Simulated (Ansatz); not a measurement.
# Al26SbN27: the cost of one run

Computed with Ansatz 0.2.0 (DFT, PBE, plane-wave PAW, default files, scalar-relativistic, as far as a step names no other, unless a step's input says otherwise).

A COD entry behind a cell of this session may itself be a prediction, so a difference from it is no test against experiment.

## Step 1: The starting structure

Symmetry: Fm-3m, No. 225, cubic system. The conventional cell has a = 11.814 Å, b = 11.814 Å, c = 11.814 Å, α = 90.00°, β = 90.00°, γ = 90.00°. Sb (site symmetry m-3m) is surrounded by 6 N at 1.97 Å. Al (site symmetry mm2) is surrounded by 6 N at 1.97 Å. Al (site symmetry 3m) is surrounded by 6 N at 1.97 Å. Al (site symmetry 4mm) is surrounded by 6 N at 1.97 Å. N (site symmetry 3m) has 6 Al at 1.97 Å as nearest neighbours. Around N (site symmetry 4mm) lie 5 Al at 1.97 Å and 1 Sb at 1.97 Å. N (site symmetry mm2) is surrounded by 6 Al at 1.97 Å. Around N (site symmetry m-3m) lie 6 Al at 1.97 Å.

Coordinates:

```
CELL_PARAMETERS angstrom
0.00000 5.90700 5.90700
5.90700 0.00000 5.90700
5.90700 5.90700 0.00000
ATOMIC_POSITIONS crystal
Sb 0.00000 0.00000 0.00000
Al 0.00000 0.00000 0.33333
Al 0.00000 0.00000 0.66667
Al 0.00000 0.33333 0.00000
Al 0.00000 0.33333 0.33333
Al 0.00000 0.33333 0.66667
Al 0.00000 0.66667 0.00000
Al 0.00000 0.66667 0.33333
Al 0.00000 0.66667 0.66667
Al 0.33333 0.00000 0.00000
Al 0.33333 0.00000 0.33333
Al 0.33333 0.00000 0.66667
Al 0.33333 0.33333 0.00000
Al 0.33333 0.33333 0.33333
Al 0.33333 0.33333 0.66667
Al 0.33333 0.66667 0.00000
Al 0.33333 0.66667 0.33333
Al 0.33333 0.66667 0.66667
Al 0.66667 0.00000 0.00000
Al 0.66667 0.00000 0.33333
Al 0.66667 0.00000 0.66667
Al 0.66667 0.33333 0.00000
Al 0.66667 0.33333 0.33333
Al 0.66667 0.33333 0.66667
Al 0.66667 0.66667 0.00000
Al 0.66667 0.66667 0.33333
Al 0.66667 0.66667 0.66667
N 0.16667 0.16667 0.16667
N 0.16667 0.16667 0.50000
N 0.16667 0.16667 0.83333
N 0.16667 0.50000 0.16667
N 0.16667 0.50000 0.50000
N 0.16667 0.50000 0.83333
N 0.16667 0.83333 0.16667
N 0.16667 0.83333 0.50000
N 0.16667 0.83333 0.83333
N 0.50000 0.16667 0.16667
N 0.50000 0.16667 0.50000
N 0.50000 0.16667 0.83333
N 0.50000 0.50000 0.16667
N 0.50000 0.50000 0.50000
N 0.50000 0.50000 0.83333
N 0.50000 0.83333 0.16667
N 0.50000 0.83333 0.50000
N 0.50000 0.83333 0.83333
N 0.83333 0.16667 0.16667
N 0.83333 0.16667 0.50000
N 0.83333 0.16667 0.83333
N 0.83333 0.50000 0.16667
N 0.83333 0.50000 0.50000
N 0.83333 0.50000 0.83333
N 0.83333 0.83333 0.16667
N 0.83333 0.83333 0.50000
N 0.83333 0.83333 0.83333
```

Atom 1 of the input is the impurity.

## Step 2: Gradients at the starting positions

Contents of input.yaml:

```yaml
crystal:
  lattice:
    - [0.0, 5.907, 5.907]
    - [5.907, 0.0, 5.907]
    - [5.907, 5.907, 0.0]
  atoms:
    - { symbol: Sb, position: [0.0, 0.0, 0.0] }
    - { symbol: Al, position: [0.0, 0.0, 0.3333333333] }
    - { symbol: Al, position: [0.0, 0.0, 0.6666666667] }
    - { symbol: Al, position: [0.0, 0.3333333333, 0.0] }
    - { symbol: Al, position: [0.0, 0.3333333333, 0.3333333333] }
    - { symbol: Al, position: [0.0, 0.3333333333, 0.6666666667] }
    - { symbol: Al, position: [0.0, 0.6666666667, 0.0] }
    - { symbol: Al, position: [0.0, 0.6666666667, 0.3333333333] }
    - { symbol: Al, position: [0.0, 0.6666666667, 0.6666666667] }
    - { symbol: Al, position: [0.3333333333, 0.0, 0.0] }
    - { symbol: Al, position: [0.3333333333, 0.0, 0.3333333333] }
    - { symbol: Al, position: [0.3333333333, 0.0, 0.6666666667] }
    - { symbol: Al, position: [0.3333333333, 0.3333333333, 0.0] }
    - { symbol: Al, position: [0.3333333333, 0.3333333333, 0.3333333333] }
    - { symbol: Al, position: [0.3333333333, 0.3333333333, 0.6666666667] }
    - { symbol: Al, position: [0.3333333333, 0.6666666667, 0.0] }
    - { symbol: Al, position: [0.3333333333, 0.6666666667, 0.3333333333] }
    - { symbol: Al, position: [0.3333333333, 0.6666666667, 0.6666666667] }
    - { symbol: Al, position: [0.6666666667, 0.0, 0.0] }
    - { symbol: Al, position: [0.6666666667, 0.0, 0.3333333333] }
    - { symbol: Al, position: [0.6666666667, 0.0, 0.6666666667] }
    - { symbol: Al, position: [0.6666666667, 0.3333333333, 0.0] }
    - { symbol: Al, position: [0.6666666667, 0.3333333333, 0.3333333333] }
    - { symbol: Al, position: [0.6666666667, 0.3333333333, 0.6666666667] }
    - { symbol: Al, position: [0.6666666667, 0.6666666667, 0.0] }
    - { symbol: Al, position: [0.6666666667, 0.6666666667, 0.3333333333] }
    - { symbol: Al, position: [0.6666666667, 0.6666666667, 0.6666666667] }
    - { symbol: "N", position: [0.1666666667, 0.1666666667, 0.1666666667] }
    - { symbol: "N", position: [0.1666666667, 0.1666666667, 0.5] }
    - { symbol: "N", position: [0.1666666667, 0.1666666667, 0.8333333333] }
    - { symbol: "N", position: [0.1666666667, 0.5, 0.1666666667] }
    - { symbol: "N", position: [0.1666666667, 0.5, 0.5] }
    - { symbol: "N", position: [0.1666666667, 0.5, 0.8333333333] }
    - { symbol: "N", position: [0.1666666667, 0.8333333333, 0.1666666667] }
    - { symbol: "N", position: [0.1666666667, 0.8333333333, 0.5] }
    - { symbol: "N", position: [0.1666666667, 0.8333333333, 0.8333333333] }
    - { symbol: "N", position: [0.5, 0.1666666667, 0.1666666667] }
    - { symbol: "N", position: [0.5, 0.1666666667, 0.5] }
    - { symbol: "N", position: [0.5, 0.1666666667, 0.8333333333] }
    - { symbol: "N", position: [0.5, 0.5, 0.1666666667] }
    - { symbol: "N", position: [0.5, 0.5, 0.5] }
    - { symbol: "N", position: [0.5, 0.5, 0.8333333333] }
    - { symbol: "N", position: [0.5, 0.8333333333, 0.1666666667] }
    - { symbol: "N", position: [0.5, 0.8333333333, 0.5] }
    - { symbol: "N", position: [0.5, 0.8333333333, 0.8333333333] }
    - { symbol: "N", position: [0.8333333333, 0.1666666667, 0.1666666667] }
    - { symbol: "N", position: [0.8333333333, 0.1666666667, 0.5] }
    - { symbol: "N", position: [0.8333333333, 0.1666666667, 0.8333333333] }
    - { symbol: "N", position: [0.8333333333, 0.5, 0.1666666667] }
    - { symbol: "N", position: [0.8333333333, 0.5, 0.5] }
    - { symbol: "N", position: [0.8333333333, 0.5, 0.8333333333] }
    - { symbol: "N", position: [0.8333333333, 0.8333333333, 0.1666666667] }
    - { symbol: "N", position: [0.8333333333, 0.8333333333, 0.5] }
    - { symbol: "N", position: [0.8333333333, 0.8333333333, 0.8333333333] }
kpoints:
  mp_grid: { grid: [3, 3, 3] }
scf:
  occupations: { method: fermi_dirac, width: 0.01 }
hamiltonian:
  xc: pbe
  pseudopotentials: { kind: paw }
output:
  forces: true
  stress: true
  populations: true
  efg:
    quadrupole_moments_barn: { Sb: -0.543, Al: 0.1466, "N": 0.02044 }
    contact_densities: true
  write_density: true
  write_potential: true
  elf: true
  volumetric_format: npy
```

Run with:

```console
$ ansatz run input.yaml --threads 1 --pin off --max-ram 3072MiB --backend cpu --events-out ev --progress --plain --runs-dir out
```

**Question.** How long does this run take on 1 thread of Intel Xeon Platinum 8375C at 2.90GHz (Ice Lake), shared host, and how much memory does it need?

About 34 s, with a peak of 1 GiB.
